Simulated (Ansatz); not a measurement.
**C₂H₇GaGe: how energies converge with the basis set**

The task here is to estimate one member of a computed series from the others.

Method: one geometry, several basis sets; program: Ansatz 0.2.0, Gaussian basis.

Plan: PBE0-D4/def2-SVP; ωB97M-V/def2-SVP; PBE0-D4/def2-QZVPP; ωB97M-V/def2-QZVPP; the functionals' def2-TZVPP values are taken from earlier runs.

### The relaxed structure

An earlier PBE0-D4 in a triple-zeta def2 set relaxation fixed the geometry.

SMILES `C=[CH][GaH][GeH3]`, 11 atoms, charge 0, spin multiplicity 1.

Atoms are counted from 1 here; the program's logs count them from 0.

Bond lengths: C1–C2 1.334 Å, C1–H5 1.088 Å, C1–H6 1.088 Å, C2–Ga3 1.953 Å, C2–H7 1.089 Å, Ga3–Ge4 2.446 Å, Ga3–H8 1.573 Å, Ge4–H9 1.542 Å, Ge4–H10 1.542 Å, Ge4–H11 1.542 Å. Angles: C2–C1–H5 121.9°, C2–C1–H6 122.5°, H5–C1–H6 115.6°, C1–C2–Ga3 121.3°, C1–C2–H7 117.7°, Ga3–C2–H7 121.0°, C2–Ga3–Ge4 118.9°, C2–Ga3–H8 120.7°, Ge4–Ga3–H8 120.4°, Ga3–Ge4–H9 111.1°, Ga3–Ge4–H10 111.1°, Ga3–Ge4–H11 113.9°, H9–Ge4–H10 106.6°, H9–Ge4–H11 106.9°, H10–Ge4–H11 106.9°.

Set-up of the first run:

in.yaml reads:

```yaml
crystal:
  periodic: [false, false, false]
  atoms:
    - {symbol: C, position_ang: [-0.339022, 1.955357, 0.504640]}
    - {symbol: C, position_ang: [-0.148669, 1.007694, 1.423571]}
    - {symbol: Ga, position_ang: [0.175309, -0.848728, 0.912331]}
    - {symbol: Ge, position_ang: [0.221641, -1.430377, -1.463332]}
    - {symbol: H, position_ang: [-0.321989, 1.734666, -0.560303]}
    - {symbol: H, position_ang: [-0.519824, 2.996196, 0.766522]}
    - {symbol: H, position_ang: [-0.179052, 1.304204, 2.470921]}
    - {symbol: H, position_ang: [0.403406, -1.955969, 2.006437]}
    - {symbol: H, position_ang: [1.579604, -2.044227, -1.858618]}
    - {symbol: H, position_ang: [-0.852100, -2.485399, -1.797388]}
    - {symbol: H, position_ang: [-0.019313, -0.233427, -2.404781]}
basis:
  gaussian: {orbitals: def2-SVP}
hamiltonian: {xc: pbe0, dispersion: d4}
output: {orbitals: {seedname: orbitals}}
```

Steps of the session up to this table: PBE0-D4 in def2-SVP; ωB97M-V in def2-SVP; PBE0-D4 in def2-QZVPP; ωB97M-V in def2-QZVPP.

One table of the session follows, with a row left open; its other results are not shown here.

It belongs to the step «Functionals by basis». 

| functional | basis | HOMO (eV) | LUMO (eV) |
| --- | --- | --- | --- |
| PBE0-D4 | def2-SVP | -7.38 | -1.95 |
| PBE0-D4 | def2-TZVPP | -7.40 | -1.99 |
| PBE0-D4 | def2-QZVPP | ? | ? |
| ωB97M-V | def2-SVP | -9.39 | -0.16 |
| ωB97M-V | def2-TZVPP | -9.44 | -0.23 |
| ωB97M-V | def2-QZVPP | -9.44 | -0.30 |

Q: Estimate the row for PBE0-D4, def2-QZVPP from the others.

As computed: HOMO (eV): -7.41; LUMO (eV): -2.01. In the column «HOMO (eV)» it lies between ωB97M-V, def2-SVP (-9.39) and PBE0-D4, def2-TZVPP (-7.40).
